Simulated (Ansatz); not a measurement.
# ClFH5HfNOSi: the cost of one run

Program: Ansatz 0.2.0. Level of theory: RKS PBE/def2-SVP. These are calculated values, not measurements.

## (1) The structure to begin with

Bond lengths: Hf1–F2 1.980 Å, Hf1–O3 2.070 Å, Hf1–Si4 3.331 Å, O3–Si4 1.680 Å, Si4–H5 1.460 Å, Si4–H6 1.460 Å, Si4–H7 1.460 Å, Hf1–N8 2.208 Å, N8–H9 1.060 Å, N8–H10 1.060 Å, Hf1–Cl11 2.518 Å. Angles (14 of 24 angles, heavy atoms first): F2–Hf1–O3 109.4°, F2–Hf1–Si4 107.8°, F2–Hf1–N8 109.5°, F2–Hf1–Cl11 109.5°, O3–Hf1–Si4 24.4°, O3–Hf1–N8 109.5°, O3–Hf1–Cl11 109.5°, Si4–Hf1–N8 129.8°, Si4–Hf1–Cl11 88.0°, N8–Hf1–Cl11 109.5°, Hf1–O3–Si4 125.0°, Hf1–Si4–O3 30.6°, Hf1–Si4–H5 86.2°, Hf1–Si4–H6 138.2°.

Coordinates:

```xyz
11

Hf    0.0000    0.0000    0.0000
F     0.0000    0.0000    1.9800
O     1.9520    0.0000   -0.6893
Si    2.8584   -1.3762   -1.0165
H     2.0275   -2.3521   -1.7156
H     3.9996   -1.0202   -1.8547
H     3.3369   -1.9538    0.2361
N    -1.0409    1.8034   -0.7359
H    -2.0610    1.7482   -1.0186
H    -0.5204    2.7241   -0.8065
Cl   -1.1869   -2.0563   -0.8392
```

## (2) Preparing the start

Input file input.yaml:

```yaml
crystal:
  periodic: [false, false, false]
  atoms:
    - { symbol: Hf, position_ang: [0.0, 0.0, 0.0] }
    - { symbol: F, position_ang: [0.0, 0.0, 1.98] }
    - { symbol: O, position_ang: [1.952, 0.0, -0.6893] }
    - { symbol: Si, position_ang: [2.8584, -1.3762, -1.0165] }
    - { symbol: H, position_ang: [2.0275, -2.3521, -1.7156] }
    - { symbol: H, position_ang: [3.9996, -1.0202, -1.8547] }
    - { symbol: H, position_ang: [3.3369, -1.9538, 0.2361] }
    - { symbol: "N", position_ang: [-1.0409, 1.8034, -0.7359] }
    - { symbol: H, position_ang: [-2.061, 1.7482, -1.0186] }
    - { symbol: H, position_ang: [-0.5204, 2.7241, -0.8065] }
    - { symbol: Cl, position_ang: [-1.1869, -2.0563, -0.8392] }
basis:
  gaussian: { orbitals: def2-SVP }
hamiltonian:
  xc: pbe
relax:
  f_tol: 0.02
  max_steps: 40
```

Started as:

```
> ansatz run input.yaml --threads 4 --pin off --max-ram 5120MiB --backend cpu --events-out ev --progress --plain --runs-dir out
```

What time and memory should one allow on 4 threads of Intel Xeon at 2.60GHz (Ice Lake), shared host?

About 31 s, with a peak of 0.26 GiB.
